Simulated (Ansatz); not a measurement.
# Cd2TeO3: a closer look at a trial structure

The task, for Cd2TeO3: see whether it has a gap, which orbitals make up the states near it and how charge is shared.

Computed with Ansatz 0.2.0 (DFT PBE, scalar-relativistic, plane waves, PAW, unless a step's input says otherwise).

**1. Starting point**

The structure is hexagonal, space group P6/mmm (No. 191). Conventional cell: a = 6.007 Å, b = 6.007 Å, c = 3.023 Å, α = 90.00°, β = 90.00°, γ = 120.00°. Cd (site symmetry -6m2) is surrounded by 6 O at 2.30 Å. Around Te (site symmetry 6/mmm) lie 2 Te at 3.02 Å and 12 O at 3.36 Å and 6 Cd at 3.47 Å. O (site symmetry mmm) is surrounded by 4 Cd at 2.30 Å.

As a file:

```
CELL_PARAMETERS angstrom
6.00676 0.00000 0.00000
-3.00338 5.20201 0.00000
0.00000 0.00000 3.02273
ATOMIC_POSITIONS crystal
Cd 0.33333 0.66667 0.50000
Cd 0.66667 0.33333 0.50000
Te 0.00000 0.00000 0.50000
O 0.00000 0.50000 0.00000
O 0.50000 0.00000 0.00000
O 0.50000 0.50000 0.00000
```

The cell was relaxed beforehand at this level, from a database cell with other species swapped in; it needn't be the stable form of this composition. At a tolerance of 0.05 Å it has space group P6/mmm (No. 191); it has 15.74 Å³/atom, an uncorrected energy of -0.19 eV/atom over the elements.

**2. Static run: bands, density of states and charges**

File input.yaml:

```yaml
crystal:
  lattice:
    - [6.0067587961, 0.0, 0.0]
    - [-3.0033793981, 5.2020057118, 0.0]
    - [0.0, 0.0, 3.0227340905]
  atoms:
    - { symbol: Cd, position: [0.3333333333, 0.6666666667, 0.5] }
    - { symbol: Cd, position: [0.6666666667, 0.3333333333, 0.5] }
    - { symbol: Te, position: [0.0, 0.0, 0.5] }
    - { symbol: O, position: [0.0, 0.5, 0.0] }
    - { symbol: O, position: [0.5, 0.0, 0.0] }
    - { symbol: O, position: [0.5, 0.5, 0.0] }
basis:
  ecutwfc: 420
kpoints:
  mp_grid: { grid: [6, 6, 12] }
  band_path:
    path:
      - [[0.0, 0.0, 0.0], [0.5, 0.0, 0.0], [0.33333333, 0.33333333, 0.0], [0.0, 0.0, 0.0], [0.0, 0.0, 0.5], [0.5, 0.0, 0.5], [0.33333333, 0.33333333, 0.5], [0.0, 0.0, 0.5]]
      - [[0.5, 0.0, 0.5], [0.5, 0.0, 0.0]]
      - [[0.33333333, 0.33333333, 0.5], [0.33333333, 0.33333333, 0.0]]
    npoints: 14
hamiltonian:
  xc: pbe
scf:
  occupations: { method: gaussian, width: 0.1 }
  n_extra_bands: 15
output:
  forces: true
  stress: true
  eigenvalues: true
  populations: true
  dos: { projected: true, de: 0.02, nscf_kmesh: { grid: [8, 8, 15] } }
  bader: true
  write_density: true
  write_potential: true
  elf: true
  volumetric_format: npy
```

On the command line:

```bash
ansatz run input.yaml --threads 1 --pin off --max-ram 2560MiB --backend cpu --events-out ev --progress --plain --runs-dir out
```

Output:

```text
Warning: RAYON_NUM_THREADS=1 ignored (pool sized by the plan → 1); use --threads N
scf.n_extra_bands = 15 over 37 filled bands (N_el = 74.0): the run solves 52 bands
Engine: ansatz 0.2.0, x86_64-unknown-linux-gnu
Pseudopotentials: kind: paw
Pseudopotential: Cd, paw, valence charge 20, recommended cutoff 420 eV (normal), Cd.paw.azcp
Pseudopotential: Te, paw, valence charge 16, recommended cutoff 420 eV (normal), Te.paw.azcp
Pseudopotential: O, paw, valence charge 6, recommended cutoff 420 eV (normal), O.paw.azcp
Functional definition: PBE
  parameter kappa = 0.804
  parameter beta = 0.06672455060314922
  exchange = pbe_x(kappa = kappa, mu = beta*pi^2/3)
  correlation = pbe_c(beta = beta)
Crystal: 6 atoms, lattice volume = 94.452 Å³
Basis set: ecut = 420 eV, 1817 PW (Γ), exchange–correlation on 90×90×48 points (8 copies of the dense FFT grid, shifted against one another)
Bands: 52, of which v1, the nominal top of the filled ones, is band 37 counted from 1 (36 counted from 0)
Symmetry: 24 space group operations
Space group: P6/mmm (ITA 191), of the structure as read, at distance tolerance 4.6e-5 Å
k-points: 49 of 432
Non-local potential: Cd, projectors of the file, l = 0: 3, l = 1: 2, l = 2: 2, l = 3: 1
Non-local potential: Te, projectors of the file, l = 0: 2, l = 1: 2, l = 2: 2, l = 3: 2
Non-local potential: O, projectors of the file, l = 0: 2, l = 1: 2, l = 2: 1
PAW form: soft (Blöchl's): semilocal exchange-correlation on the pseudo side does not see the compensation charge
PAW one-centre angular grid: Cd, 590 points (default); XC on 64 Gauss nodes
PAW one-centre angular grid: Te, 590 points (default); XC on 64 Gauss nodes
PAW one-centre angular grid: O, 110 points (default); XC on 64 Gauss nodes
Initial density: superposition of atomic densities (neutral atoms: chi_scale 0, normalization atom), corrected by the library's trained network
Initial wavefunctions: pseudopotential atomic-orbital guess
Functional: x = pbe(κ = 0.804, μ = 0.2195149727645171), c = pbe(β = 0.06672455060314922)
SCF iter   1: F=—  HF=-25184.930348 eV  |F-HF|=—  |Δ(HF+E_count)|=         —  Δρ=1.00e-2  dr2=3.07e-2  ethr=1.77e-3  ⟨swp⟩=6.0  Hψ=9892  notcnv=0  defer=207
preconditioner: auto → Kerker (q_TF=auto, 2.620 Å⁻¹)  [metal: Δε(μ)=0.023 eV  Ē_g=15.074 eV  σ=0.100 eV  W_gap=0.13  n_scr=32 (ndim 8)  ℏωp=26.5 eV  f_vac=0.000  D(μ)=6.44/eV (n_scr^D=68)]
SCF iter   2: F=—  HF=-25184.923457 eV  |F-HF|=—  |Δ(HF+E_count)|=   6.89e-3  Δρ=4.27e-3  dr2=8.49e-3  ethr=4.15e-5  ⟨swp⟩=1.9  Hψ=3348  notcnv=0  defer=244
SCF iter   3: F=—  HF=-25184.921060 eV  |F-HF|=—  |Δ(HF+E_count)|=   2.40e-3  Δρ=7.36e-4  dr2=6.61e-4  ethr=1.15e-5  ⟨swp⟩=2.0  Hψ=2651  notcnv=0  defer=244
SCF iter   4: F=—  HF=-25184.920985 eV  |F-HF|=—  |Δ(HF+E_count)|=   7.48e-5  Δρ=1.91e-4  dr2=3.39e-5  ethr=8.93e-7  ⟨swp⟩=2.0  Hψ=3158  notcnv=0  defer=244
SCF iter   5: F=—  HF=-25184.921009 eV  |F-HF|=—  |Δ(HF+E_count)|=   2.39e-5  Δρ=6.04e-5  dr2=3.03e-6  ethr=4.58e-8  ⟨swp⟩=2.1  Hψ=3520  notcnv=0  defer=244
SCF iter   6: F=—  HF=-25184.921010 eV  |F-HF|=—  |Δ(HF+E_count)|=   8.89e-7  Δρ=2.04e-5  dr2=2.82e-7  ethr=4.10e-9  ⟨swp⟩=2.0  Hψ=3184  notcnv=0  defer=244
SCF iter   7: F=-25184.921010 eV  HF=-25184.921010 eV  |F-HF|=5.25e-9  |Δ(HF+E_count)|=   3.45e-8  Δρ=5.01e-6  dr2=1.67e-8  ethr=1.35e-10  ⟨swp⟩=15.3  Hψ=18722  notcnv=0
SCF 1 converged in 7 iterations: F = -25184.921010 eV  dr2 = 1.67e-8
NSCF: frozen V_eff on 129 k-points
NSCF: frozen V_eff on 80 k-points
SCF converged after 7 iterations
Free energy (F): -25184.921010 eV
Harris-Foulkes:  -25184.921010 eV  (|F-HF|=5.25e-9)
Internal energy: -25184.884585 eV  (E = F + TS)
E sigma→0 (E₀):  -25184.902797 eV
Entropy (-TS):   -0.036425 eV (-6.071 meV/atom)
Fermi energy:    10.100046 eV
--- Per-component energies (eV) ---
  E_band       = -1058.930808
  E_kinetic    = 1705.206822
  E_local      = -8569.729494  (includes V_loc(G=0)·N_el)
  E_nonlocal   = -94.837447
  E_hartree    = 4146.052497
  E_xc         = -694.695913
  E_vxc        = -823.976284  (∫ρ·V_xc dr)
  E_paw        = -13302.883744  (= ΣΔE_a)
  E_vpaw       = -1567.706307  (= ΣTr[D̂ρ^β])
  E_aug_tail   = 0.006836  (compensation charges beyond the density's cutoff)
  E_ewald      = -8374.004141
  E_smearing   = -0.036425  (= −TS)
  E_closure    = 0.000000  (closes the sum)
  Σ components = -25184.921010   (vs F -25184.921010, Δ=0.00e0)
--- Forces (eV/Å), atoms counted from 1 ---
  atom   1  Cd     0.00000000     0.00000000     0.00000000
  atom   2  Cd    -0.00000000    -0.00000000     0.00000000
  atom   3  Te     0.00000000     0.00000000     0.00000000
  atom   4  O     -0.00000000     0.00000000     0.00000000
  atom   5  O     -0.00000000     0.00000000     0.00000000
  atom   6  O      0.00000000     0.00000000     0.00000000
  max |Σ_I F_I| component: 9.25e-18 eV/Å
--- Stress (GPa, compression-positive) ---
       -0.003725       0.000000       0.000000
       -0.000000      -0.003725       0.000000
        0.000000       0.000000       0.001424
  P = ⅓ Tr σ = -0.0020 GPa (-0.020 kbar)
--- Band table (eV; the first three rows and the last of 49) ---
  k-point 0: bands = ["-90.3433", "-90.3431", "-51.4433", "-51.4433", "-51.4399", "-51.4399", "-51.3966", "-51.3959", "-27.3947", "-27.3667", "-27.3667", "-27.3251", "-27.3251", "-7.0533", "-6.3049", "-6.3049", "-1.7064", "2.3633", "3.0805", "3.2342", "3.2342", "3.4187", "3.4187", "3.8074", "3.8074", "3.9206", "3.9206", "5.8358", "6.1938", "6.1938", "8.7101", "9.0474", "9.0474", "9.3073", "10.1086", "10.1086", "10.6090", "10.6090", "11.8771", "14.2763", "15.6001", "15.6001", "17.8142", "20.0375", "21.8636", "22.3879", "22.3879", "24.0021", "24.0021", "25.5054", "25.6017", "25.6017"]
  k-point 1: bands = ["-90.3432", "-90.3430", "-51.4431", "-51.4431", "-51.4397", "-51.4397", "-51.3987", "-51.3980", "-27.3875", "-27.3665", "-27.3665", "-27.3271", "-27.3271", "-7.0142", "-6.2941", "-6.2941", "-1.6130", "2.4665", "3.1331", "3.2614", "3.2614", "3.3624", "3.3624", "3.7973", "3.7973", "3.8714", "3.8714", "5.8534", "6.3415", "6.3415", "8.3305", "9.1331", "9.1331", "9.3279", "9.8871", "9.8871", "10.5876", "10.5876", "12.2891", "13.2861", "15.8444", "15.8444", "17.6161", "20.8902", "22.1549", "22.1549", "22.2101", "23.8392", "23.8392", "24.1134", "24.1134", "25.1508"]
  k-point 2: bands = ["-90.3429", "-90.3427", "-51.4426", "-51.4426", "-51.4392", "-51.4392", "-51.4043", "-51.4036", "-27.3678", "-27.3660", "-27.3660", "-27.3325", "-27.3325", "-6.9051", "-6.2646", "-6.2646", "-1.3383", "2.7611", "3.2661", "3.2661", "3.2737", "3.3350", "3.3350", "3.5143", "3.5143", "3.9898", "3.9898", "5.9019", "6.7115", "6.7115", "7.5633", "9.3512", "9.3512", "9.3614", "9.3614", "9.3860", "10.5199", "10.5199", "11.3664", "13.1908", "16.4612", "16.4612", "17.0517", "21.2312", "21.2312", "21.5490", "22.7326", "22.7326", "23.4891", "24.3453", "24.3453", "24.3876"]
  k-point 48: bands = ["-90.3415", "-90.3415", "-51.4409", "-51.4390", "-51.4390", "-51.4371", "-51.4271", "-51.4271", "-27.3642", "-27.3642", "-27.3546", "-27.3546", "-27.2868", "-6.2780", "-6.2780", "-6.1483", "0.4859", "2.8219", "3.1087", "3.2071", "3.2071", "3.2438", "3.2438", "3.8592", "3.9871", "4.0519", "4.0519", "5.4399", "6.3017", "6.3017", "7.7685", "8.1610", "8.1610", "9.0835", "9.0835", "9.2667", "10.2627", "10.4364", "10.4364", "15.8794", "15.8794", "16.9975", "16.9975", "18.8056", "20.2713", "20.2713", "20.5229", "20.5229", "21.1784", "23.6523", "24.0012", "24.0012"]
--- Löwdin populations: 6 sites ---
  site symbol       q [e]
     0     Cd     18.5380
     1     Cd     18.5380
     2     Te     15.5783
     3      O      6.9721
     4      O      6.9721
     5      O      6.9721
  spilling = 0.005805 (of n_electrons = 74.000000)
--- Bader charges: 6 sites ---
  site symbol  charge [e]  shift [e]
     0     Cd      1.2281     0.0032
     1     Cd      1.2281     0.0032
     2     Te      0.4723     0.0000
     3      O     -0.9762     0.0021
     4      O     -0.9762     0.0021
     5      O     -0.9762     0.0021
  estimated error of the sums over rays = 3.9e-4 e
```

Run time: 77 s. Hardware: 1 thread of Intel Xeon at 2.70GHz, shared host; peak memory 0.64 GiB.

Site by site:

```tsv
atom	Löwdin electrons	Bader charge (e)	Bader volume (Å³)
Cd1	18.54	+1.23	13.8
Cd2	18.54	+1.23	13.8
Te3	15.58	+0.47	28.8
O4	6.97	-0.98	12.7
O5	6.97	-0.98	12.7
O6	6.97	-0.98	12.7
```

The Löwdin counts miss 0.43 of the 74 electrons, which the atomic orbitals do not span, so they are no charges.

From bands.tsv, the levels nearest the Fermi level at the path's corners, in eV from the Fermi level:

| point | band 33 | band 34 | band 35 | band 36 | band 37 | band 38 | band 39 | band 40 |
| --- | --- | --- | --- | --- | --- | --- | --- | --- |
| Γ | -1.05 | -0.79 | 0.01 | 0.01 | 0.51 | 0.51 | 1.78 | 4.18 |
| M | -1.46 | -0.91 | -0.68 | -0.46 | 0.01 | 0.19 | 4.10 | 4.55 |
| K | -1.53 | -0.68 | -0.68 | -0.36 | -0.36 | 0.00 | 4.09 | 5.05 |
| Γ | -1.05 | -0.79 | 0.01 | 0.01 | 0.51 | 0.51 | 1.78 | 4.18 |
| A | -1.55 | -1.55 | -0.49 | -0.49 | -0.46 | 0.16 | 0.16 | 4.29 |
| L | -1.29 | -1.24 | -0.89 | -0.81 | 0.16 | 0.23 | 0.43 | 5.17 |
| H | -1.94 | -1.02 | -1.02 | -0.83 | 0.16 | 0.34 | 0.34 | 5.78 |
| A | -1.55 | -1.55 | -0.49 | -0.49 | -0.46 | 0.16 | 0.16 | 4.29 |
| L | -1.29 | -1.24 | -0.89 | -0.81 | 0.16 | 0.23 | 0.43 | 5.17 |
| M | -1.46 | -0.91 | -0.68 | -0.46 | 0.01 | 0.19 | 4.10 | 4.55 |
| H | -1.94 | -1.02 | -1.02 | -0.83 | 0.16 | 0.34 | 0.34 | 5.78 |
| K | -1.53 | -0.68 | -0.68 | -0.36 | -0.36 | 0.00 | 4.09 | 5.05 |

States per cell in windows of 1 eV, from dos.tsv and pdos.tsv (zero at the Fermi level):

```
from  to  total  Cd 5s  Cd 4d  Te 5p  O 2p
  -8  -7   4.03   0.05   3.46   0.01  0.50
  -7  -6  15.04   0.07  13.83   0.11  0.90
  -6  -5   0.92   0.00   0.88   0.00  0.01
  -5  -4   0.71   0.08   0.09   0.33  0.20
  -4  -3   4.78   0.57   0.56   1.10  2.33
  -3  -2   3.10   0.05   0.20   0.60  2.09
  -2  -1   4.73   0.06   0.30   0.42  3.76
  -1   0   6.65   0.02   0.36   0.86  5.28
   0   1   3.30   0.00   0.10   1.62  1.54
   1   2   0.19   0.00   0.00   0.16  0.02
   2   3   0.28   0.06   0.00   0.17  0.02
   3   4   0.50   0.13   0.00   0.29  0.04
   4   5   0.74   0.44   0.00   0.09  0.12
   5   6   2.20   1.33   0.01   0.03  0.45
```

Below -8 eV lie 34 or so more states.

Density in a lattice plane of the grid's cell (edges 6.01 and 6.01 Å, at 0.500 of the third edge), which holds Cd and Te.

Ten even steps from '0' (0.07 e/Å³) to '9' (24.17 e/Å³):
```
521000000000000000000135
100000000000000000000012
000000000000000000000000
000000000110000000000000
000000013431000000000000
000000258841000000000000
000001489720000000000000
000001465300000000000000
000001221000000000000000
000000000000000000000000
000000000000000012210000
000000000000000356410000
000000000000002798410000
000000000000014885200000
000000000000013431000000
000000000000001100000000
000000000000000000000000
121000000000000000000000
553100000000000000000012
752000000000000000000025
```
Columns run along the first of these edges and rows up along the second, over one cell in 24 and 20 even steps from the bottom left corner. Atoms in the plane (fractional): Cd at (0.33, 0.67), Cd at (0.67, 0.33), Te at (0.00, 0.00).

ELF in the same plane.

Ten even steps from ' ' (0.02) to '@' (0.88):
```
  ..--++**++::                    ::++**++--    
::==++**++::                    ..--****++--::..
++****++::    ....::::::....    ..==****++++====
****==..  ....--========--::..  ..--************
==::..  ..::--++**##**++--::..  ..::==++******++
..      ..--++##@@@@##++--..      ..::------::::
      ..::==##@@@@%%**==::                      
      ..--++**%%##**==::                        
      ..--==++++==--..            ..........    
      ..::------::..          ..::------::..    
      ..........            ..--==++++==--..    
                          ::==**##%%**++--..    
                        ::==**%%@@@@##==::..    
..::::------::..      ..--++##@@@@##++--..      
==++******++==::..  ..::--++**##**++--::..  ..::
**************--..  ..::--========--....  ..==**
++====++++****==..    ....::::::....    ::++****
::..::--++****--..                    ::++**++==
      --++**++::                    ::++**++--..
--  ..==++**==..                  ..==**++==..  
```
Columns run along the first of these edges and rows up along the second, over one cell in 24 and 20 even steps from the bottom left corner. Atoms in the plane (fractional): Cd at (0.33, 0.67), Cd at (0.67, 0.33), Te at (0.00, 0.00).

Both are smooth fields of the valence electrons: close to the nuclei they are not physical.

Maxima of ELF outside the ion cores: 0.83 in the shell around O, 0.6 Å from O; 0.60 beside Te, off the lines to its neighbours, 1.3 Å from Te; 0.55 on the Te–Te line, 1.3 Å from Te.

**3. The same system, input altered**

File input.yaml:

```yaml
crystal:
  lattice:
    - [6.0067587961, 0.0, 0.0]
    - [-3.0033793981, 5.2020057118, 0.0]
    - [0.0, 0.0, 3.0227340905]
  atoms:
    - { symbol: Cd, position: [0.3333333333, 0.6666666667, 0.5] }
    - { symbol: Cd, position: [0.6666666667, 0.3333333333, 0.5] }
    - { symbol: Te, position: [0.0, 0.0, 0.5] }
    - { symbol: O, position: [0.0, 0.5, 0.0] }
    - { symbol: O, position: [0.5, 0.0, 0.0] }
    - { symbol: O, position: [0.5, 0.5, 0.0] }
basis:
  ecutwfc: 420
kpoints:
  mp_grid: { grid: [6, 6, 12] }
hamiltonian:
  xc: pbe
scf:
  max_iter: 100
output:
  forces: true
  eigenvalues: true
  stress: true
```

On the command line:

```bash
ansatz run input.yaml --threads 1 --pin off --max-ram 2560MiB --backend cpu --events-out ev --progress --plain --runs-dir out
```

Output:

```text
Error: YAML parse error: `scf.occupations.method` is required: fixed only where the cell keeps a band gap throughout the run, explicit beside scf.occupations.values (under evaluate: without them), else a smearing such as fermi_dirac (scf.occupations.width is optional; its entry in the input reference gives the default)
```

It took 0.03 s on 1 thread of Intel Xeon at 2.70GHz, shared host; peak memory 0.027 GiB.

**4. What went wrong**

The run ended at the input check. Its message: «`scf.occupations.method` is required: fixed only where the cell keeps a band gap throughout the run, explicit beside scf.occupations.values (under evaluate: without them) ...»

The suspect setting: scf.occupations.method is missing; scf.occupations.width is missing. A block that this kind of run needs isn't there.

What to do: set scf.occupations.method to gaussian and scf.occupations.width to 0.1.

**5. Outcome**

```
                 quantity                          value
                      gap                   none (metal)
states at the Fermi level           7.04 per eV per cell
            Bader charges  Cd +1.23, Te +0.47, O -0.98 e
```

In words: It comes out metallic. Of the projected weight within 0.25 eV of the Fermi level, the largest part is O 2p (56 %) and Te 5p (39 %). Charge transfer between the atoms is strong (Bader charges up to 1.2 e). Spin-orbit coupling is left out, which matters for the bands of Te.
